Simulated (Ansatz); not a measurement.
I need a short molecular-dynamics run of MgZn3S4, space group P-43m. Use Ansatz's Python interface. Use: PBEsol, PAW, the default cutoff (420 eV here), 2×2×2 k-points, fixed occupations.

`mgzn3s4.extxyz`
```text
8
Lattice="5.45479947 0.0 0.0 0.0 5.45479947 0.0 0.0 0.0 5.45479947" Properties=species:S:1:pos:R:3 pbc="T T T"
Mg    2.72739974    2.72739974    2.72739974
Zn    0.00000000    0.00000000    2.72739974
Zn    0.00000000    2.72739974    0.00000000
Zn    2.72739974    0.00000000    0.00000000
S     4.12565434    4.12565434    1.32914513
S     4.12565434    1.32914513    4.12565434
S     1.32914513    4.12565434    4.12565434
S     1.32914513    1.32914513    1.32914513
```

`run_md.py`:
```python
import json
import warnings

import ansatz as az
from ase import Atoms
from ase.neighborlist import neighbor_list
import numpy as np

params = {
    "functional": "pbesol",
    "filling": "fixed",
    "n_steps": 25,
    "temperature_k": 500,
}


def main() -> None:
    warnings.simplefilter("ignore", az.DeckWarning)

    crystal = az.Crystal.from_extxyz("mgzn3s4.extxyz")

    job = (
        crystal.calculation()
        .functional(params["functional"])
        .kpoints(2, center="gamma")
        .occupations(params["filling"])
        .md("nvt_langevin", timestep=1.0, steps=params["n_steps"], temperature=params["temperature_k"], initial_velocities="maxwell_boltzmann", seed=412)
    )
    out = job.run(events_out="events.ndjson")
    with open("events.ndjson") as stream:
        events = [json.loads(line) for line in stream]
    steps = [e["data"] for e in events if e["event"] == "md_step"]
    summary = out.report

    print(" step   t (fs)     E_pot (eV)   E_kin (eV)    T (K)")
    for s in steps[::1]:
        print(f"{s['step']:5d} {s['time_fs']:8.1f} {s['lagrangian_ev']:14.4f} {s['e_kin_ev']:12.4f} {s['temperature_k']:8.1f}")

    temperature = np.array([s["temperature_k"] for s in steps])
    print(f"mean temperature of the second half {temperature[len(steps) // 2 :].mean():.1f} K")

    symbols = [site.symbol for site in out.lattice.sites]
    pairs = np.concatenate([neighbor_list("d", Atoms(symbols, positions=s["positions_ang"], cell=out.lattice.cell_ang, pbc=True), 4.5) for s in steps[len(steps) // 2 :]])
    counts, edges = np.histogram(pairs, bins=np.arange(0.5, 4.51, 0.25))
    for low, count in zip(edges, counts / (len(symbols) * len(steps[len(steps) // 2 :]))):
        print(f"{low:4.2f}-{low + 0.25:4.2f} A  {count:6.2f} neighbours an atom")


if __name__ == "__main__":
    main()
```

`python run_md.py` gives:
```text
 step   t (fs)     E_pot (eV)   E_kin (eV)    T (K)
    0      0.0    -15301.8094       0.4524    437.5
    1      1.0    -15301.8096       0.4184    404.6
    2      2.0    -15301.8083       0.4569    441.9
    3      3.0    -15301.8052       0.4787    462.9
    4      4.0    -15301.8004       0.4722    456.6
    5      5.0    -15301.7939       0.4789    463.1
    6      6.0    -15301.7859       0.4302    416.0
    7      7.0    -15301.7763       0.4654    450.1
    8      8.0    -15301.7651       0.4219    408.0
    9      9.0    -15301.7526       0.3978    384.7
   10     10.0    -15301.7391       0.3469    335.4
   11     11.0    -15301.7249       0.3242    313.6
   12     12.0    -15301.7106       0.2793    270.1
   13     13.0    -15301.6964       0.2555    247.0
   14     14.0    -15301.6820       0.2086    201.7
   15     15.0    -15301.6674       0.1962    189.7
   16     16.0    -15301.6523       0.2041    197.4
   17     17.0    -15301.6366       0.2168    209.7
   18     18.0    -15301.6203       0.2031    196.4
   19     19.0    -15301.6042       0.1608    155.5
   20     20.0    -15301.5881       0.1717    166.1
   21     21.0    -15301.5722       0.1532    148.1
   22     22.0    -15301.5581       0.1402    135.5
   23     23.0    -15301.5455       0.1233    119.2
   24     24.0    -15301.5335       0.1224    118.3
   25     25.0    -15301.5225       0.1163    112.5
mean temperature of the second half 169.0 K
0.50-0.75 A    0.00 neighbours an atom
0.75-1.00 A    0.00 neighbours an atom
1.00-1.25 A    0.00 neighbours an atom
1.25-1.50 A    0.00 neighbours an atom
1.50-1.75 A    0.00 neighbours an atom
1.75-2.00 A    0.00 neighbours an atom
2.00-2.25 A    0.38 neighbours an atom
2.25-2.50 A    3.23 neighbours an atom
2.50-2.75 A    0.38 neighbours an atom
2.75-3.00 A    0.00 neighbours an atom
3.00-3.25 A    0.00 neighbours an atom
3.25-3.50 A    0.00 neighbours an atom
3.50-3.75 A    1.54 neighbours an atom
3.75-4.00 A    9.21 neighbours an atom
4.00-4.25 A    1.25 neighbours an atom
4.25-4.50 A    4.21 neighbours an atom
```

Notes:
- Absolute energies stand on the zero of these potentials, so only differences at equal settings mean something. A total without «per atom» is that of the cell as typed.
- The k-point mesh is coarse, and energy and stress weren't tested for convergence.
- This cell is a computed structure, which may not be the phase found in nature.
- A small cell, a coarse mesh and a very short run: it shows the set-up and gives no equilibrium averages.
- Timing: 37 s on 1 thread of Intel(R) Xeon(R) 6975P-C (Granite Rapids), on a shared host, peak memory 0.56 GiB.
